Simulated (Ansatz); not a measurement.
Molecular dynamics of MgO

input.yaml

```yaml
crystal:
  lattice:
    - [6.141222, 0.0, 0.0]
    - [3.070611, 5.318455, 0.0]
    - [0.0, 0.0, 17.267859]
  atoms:
    - { symbol: Mg, position: [0.0, 0.0, 0.0579111] }
    - { symbol: O, position: [0.33333341, 0.83333328, 0.1305067] }
    - { symbol: Mg, position: [3.0e-08, 0.49999997, 0.0579111] }
    - { symbol: O, position: [0.33333338, 0.33333331, 0.1305067] }
    - { symbol: Mg, position: [0.50000003, 0.0, 0.0579111] }
    - { symbol: O, position: [0.83333345, 0.83333328, 0.1305067] }
    - { symbol: Mg, position: [0.50000007, 0.49999997, 0.0579111] }
    - { symbol: O, position: [0.83333341, 0.33333331, 0.1305067] }
    - { symbol: Mg, position: [0.66666676, 0.66666662, 0.20989651] }
    - { symbol: O, position: [3.0e-08, 0.49999997, 0.26710494] }
    - { symbol: Mg, position: [0.66666672, 0.16666666, 0.20989651] }
    - { symbol: O, position: [1.00000014, 0.99999993, 0.26710494] }
    - { symbol: Mg, position: [0.16666672, 0.66666662, 0.20989651] }
    - { symbol: O, position: [0.50000007, 0.49999997, 0.26710494] }
    - { symbol: Mg, position: [0.16666669, 0.16666666, 0.20989651] }
    - { symbol: O, position: [0.50000003, 0.0, 0.26710494] }
    - { symbol: Mg, position: [0.33333338, 0.33333331, 0.35413023] }
    - { symbol: O, position: [0.66666672, 0.16666666, 0.39905636] }
    - { symbol: Mg, position: [0.33333341, 0.83333328, 0.35413023] }
    - { symbol: O, position: [0.66666676, 0.66666662, 0.39905636] }
    - { symbol: Mg, position: [0.83333341, 0.33333331, 0.35413023] }
    - { symbol: O, position: [0.16666669, 0.16666666, 0.39905636] }
    - { symbol: Mg, position: [0.83333345, 0.83333328, 0.35413023] }
    - { symbol: O, position: [0.16666672, 0.66666662, 0.39905636] }
basis:
  ecutwfc: 420.0
kpoints:
  mp_grid: { grid: [2, 2, 1] }
hamiltonian:
  xc: pbe
  dispersion: d3bj
  pseudopotentials: { kind: paw, azcp: { folder: soft_1 } }
scf:
  occupations: { method: fermi_dirac, width: 0.05 }
  lower_state_search: "off"
md:
  timestep: 1.5
  n_steps: 190
  ensemble: nve
  temperature: 1000.0
  initial_velocities: maxwell_boltzmann
  seed: 30215
  constraints: [{ sites: [0, 1, 2, 3, 4, 5, 6, 7] }]
```

Command:

```bash
$ ansatz run input.yaml --threads 2 --pin off --max-ram 5120MiB --backend cpu --events-out ev --progress --plain --runs-dir out
```

It starts from a relaxed structure.

Output, in part (step lines):

```
md step     0: t =     0.00 fs  T =  1000.0 K  F+E_penalty+E_count = -29914.74731165 eV  E_kin = 2.068160 eV  conserved = -29912.67915167 eV  (31 SCF iters)
md step     1: t =     1.50 fs  T =   989.4 K  F+E_penalty+E_count = -29914.72542278 eV  E_kin = 2.046326 eV  conserved = -29912.67909684 eV  (18 SCF iters)
md step     2: t =     3.00 fs  T =   959.1 K  F+E_penalty+E_count = -29914.66248608 eV  E_kin = 1.983612 eV  conserved = -29912.67887431 eV  (18 SCF iters)
md step     3: t =     4.50 fs  T =   910.9 K  F+E_penalty+E_count = -29914.56228075 eV  E_kin = 1.883799 eV  conserved = -29912.67848218 eV  (18 SCF iters)
md step     4: t =     6.00 fs  T =   847.8 K  F+E_penalty+E_count = -29914.43130431 eV  E_kin = 1.753372 eV  conserved = -29912.67793220 eV  (18 SCF iters)
md step     5: t =     7.50 fs  T =   774.2 K  F+E_penalty+E_count = -29914.27850503 eV  E_kin = 1.601245 eV  conserved = -29912.67726053 eV  (11 SCF iters)
md step     6: t =     9.00 fs  T =   695.4 K  F+E_penalty+E_count = -29914.11469335 eV  E_kin = 1.438164 eV  conserved = -29912.67652907 eV  (7 SCF iters)
md step     7: t =    10.50 fs  T =   616.9 K  F+E_penalty+E_count = -29913.95157633 eV  E_kin = 1.275758 eV  conserved = -29912.67581856 eV  (6 SCF iters)
[... lines left out ...]
md step   190: t =   285.00 fs  T =   537.6 K  F+E_penalty+E_count = -29913.78901112 eV  E_kin = 1.111939 eV  conserved = -29912.67707194 eV  (14 SCF iters)
```

The steps, from the saved trajectory:

| time (fs) | T (K) | potential energy less start (eV) | conserved less start (meV/atom) |
| --- | --- | --- | --- |
| 0 | 1000 | 0.000 | 0.00 |
| 9 | 695 | 0.633 | 0.11 |
| 18 | 380 | 1.286 | 0.18 |
| 27 | 465 | 1.110 | 0.11 |
| 36 | 577 | 0.876 | 0.08 |
| 45 | 529 | 0.977 | 0.10 |
| 54 | 423 | 1.197 | 0.13 |
| 63 | 407 | 1.229 | 0.11 |
| 72 | 412 | 1.218 | 0.12 |
| 81 | 459 | 1.121 | 0.11 |
| 90 | 498 | 1.041 | 0.11 |
| 99 | 510 | 1.016 | 0.10 |
| 108 | 466 | 1.108 | 0.13 |
| 117 | 525 | 0.986 | 0.11 |
| 126 | 613 | 0.803 | 0.09 |
| 135 | 593 | 0.845 | 0.10 |
| 144 | 550 | 0.934 | 0.12 |
| 153 | 575 | 0.882 | 0.12 |
| 162 | 644 | 0.739 | 0.09 |
| 171 | 609 | 0.810 | 0.10 |
| 180 | 510 | 1.016 | 0.10 |
| 189 | 362 | 1.323 | 0.12 |
| 198 | 282 | 1.488 | 0.14 |
| 207 | 364 | 1.317 | 0.11 |
| 216 | 459 | 1.121 | 0.12 |
| 225 | 547 | 0.940 | 0.11 |
| 234 | 575 | 0.881 | 0.10 |
| 243 | 526 | 0.982 | 0.13 |
| 252 | 537 | 0.960 | 0.11 |
| 261 | 542 | 0.949 | 0.09 |
| 270 | 480 | 1.079 | 0.13 |
| 279 | 531 | 0.972 | 0.09 |

All steps were run. The conserved energy stayed within 0.19 meV per atom of its start (net change 0.087 meV per atom), so the integration is sound. Over the second half the temperature averaged 0.51 of the 1000 K drawn at the start: a run that starts near a minimum puts about half its kinetic energy into the potential. A run of 0.28 ps of so small a system gives no equilibrium averages. Limits of this set-up: coarse k mesh, thin slab, slab without dipole correction.

Mean squared displacements from the first frame to the last: Mg 0.15 Å², O 0.06 Å².

Last frame:

```xyz
24
Lattice="6.1412 0.0000 0.0000 3.0706 5.3185 0.0000 0.0000 0.0000 17.2679" Properties=species:S:1:pos:R:3
Mg 0.000 0.000 1.000
O 4.606 4.432 2.254
Mg 1.535 2.659 1.000
O 3.071 1.773 2.254
Mg 3.071 0.000 1.000
O 7.676 4.432 2.254
Mg 4.606 2.659 1.000
O 6.141 1.773 2.254
Mg 6.255 3.512 3.700
O 1.604 2.585 4.644
Mg 4.735 0.869 3.930
O 9.309 5.264 4.769
Mg 3.248 3.436 3.864
O 4.806 2.695 4.749
Mg 1.525 0.833 3.584
O 3.046 -0.046 4.629
Mg 3.090 1.632 6.489
O 4.712 0.861 6.918
Mg 4.992 4.132 6.369
O 6.432 3.297 7.093
Mg 6.236 1.637 6.064
O 1.542 0.543 6.906
Mg 7.986 4.345 7.098
O 3.444 3.383 7.241
```

Run time: 11 min on 2 threads of Intel(R) Xeon(R) 6975P-C (Granite Rapids), with other jobs on the host, peak memory 1.2 GiB.
